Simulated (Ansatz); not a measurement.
# Hf2Sb3Ru: the cost of one run

Computed, not measured: Ansatz 0.2.0, DFT, PBE, no spin polarisation, plane waves, PAW.

## Step 1: The structure

The structure is tetragonal, space group P-4m2 (No. 115). The conventional cell has a = 3.888 Å, b = 3.888 Å, c = 8.522 Å, α = 90.00°, β = 90.00°, γ = 90.00°. Sb (site symmetry -4m2) is surrounded by 4 Ru at 2.75 Å and 4 Hf at 2.99 Å. Ru (site symmetry -4m2) has 4 Sb at 2.75 Å and 4 Hf at 2.99 Å as nearest neighbours. Hf (site symmetry 2mm) has 7 Sb at 2.92 to 3.00 Å and 2 Ru at 2.99 Å as nearest neighbours. Sb (site symmetry 2mm) has 5 Hf at 2.92 to 3.00 Å as nearest neighbours.

Symmetry-reduced, conventional setting; the input below types the cell that was run:

```cif
data_structure
_symmetry_space_group_name_H-M 'P-4m2'
_symmetry_Int_Tables_number 115
_cell_length_a 3.8883
_cell_length_b 3.8883
_cell_length_c 8.5218
_cell_angle_alpha 90.000
_cell_angle_beta 90.000
_cell_angle_gamma 90.000
_cell_volume 128.84
loop_
_atom_site_label
_atom_site_type_symbol
_atom_site_symmetry_multiplicity
_atom_site_Wyckoff_symbol
_atom_site_fract_x
_atom_site_fract_y
_atom_site_fract_z
_atom_site_occupancy
Sb1 Sb 1 b 0.50000 0.50000 0.00000 1
Ru1 Ru 1 a 0.00000 0.00000 0.00000 1
Hf1 Hf 2 g 0.00000 0.50000 0.73400 1
Sb2 Sb 2 g 0.00000 0.50000 0.38200 1
```

It is a restart: the density comes from an earlier run on this cell.

## Step 2: The run

The input, input.yaml:

```yaml
crystal:
  lattice:
    - [3.888315, 0.0, 0.0]
    - [0.0, 3.888315, 0.0]
    - [0.0, 0.0, 8.521752]
  atoms:
    - { symbol: Sb, position: [0.5, 0.5, 0.0] }
    - { symbol: Ru, position: [0.0, 0.0, 0.0] }
    - { symbol: Hf, position: [0.0, 0.5, 0.734] }
    - { symbol: Hf, position: [0.5, 0.0, 0.266] }
    - { symbol: Sb, position: [0.0, 0.5, 0.382] }
    - { symbol: Sb, position: [0.5, 0.0, 0.618] }
  symmetry: { tolerance: 0.0003 }
kpoints:
  mp_grid: { grid: [9, 9, 4], shift: [0, 0, 0] }
  band_path:
    path:
      - [0.0, 0.0, 0.0]
      - [0.0, 0.5, 0.0]
      - [0.5, 0.5, 0.0]
      - [0.0, 0.0, 0.0]
      - [0.0, 0.0, 0.5]
      - [0.0, 0.5, 0.5]
      - [0.5, 0.5, 0.5]
      - [0.0, 0.0, 0.5]
      - [0.0, 0.5, 0.0]
      - [0.0, 0.5, 0.5]
      - [0.5, 0.5, 0.0]
    npoints: 6
magnetization:
  spin_polarized: false
scf:
  occupations: { method: fermi_dirac }
  lower_state_search: "off"
  max_iter: 200
hamiltonian:
  pseudopotentials: { kind: paw }
  xc: pbe
basis:
  ecutwfc: 420
  fft_grid_basis: typed
output:
  forces: true
  stress: true
  eigenvalues: true
  bader: true
  populations: true
  elf: true
  write_potential: true
  volumetric_format: npy
  dos:
    e_range: [-12, 8]
    de: 0.05
    projected: { site_lists: { Hf: [Hf], Ru: [Ru], Sb: [Sb] } }
checkpoint:
  read: saved_state
```

**Question.** How long does this run take on 1 thread of an x86-64 CPU, shared host, and how much memory does it need?

About 2.3 min, with a peak of 0.73 GiB.
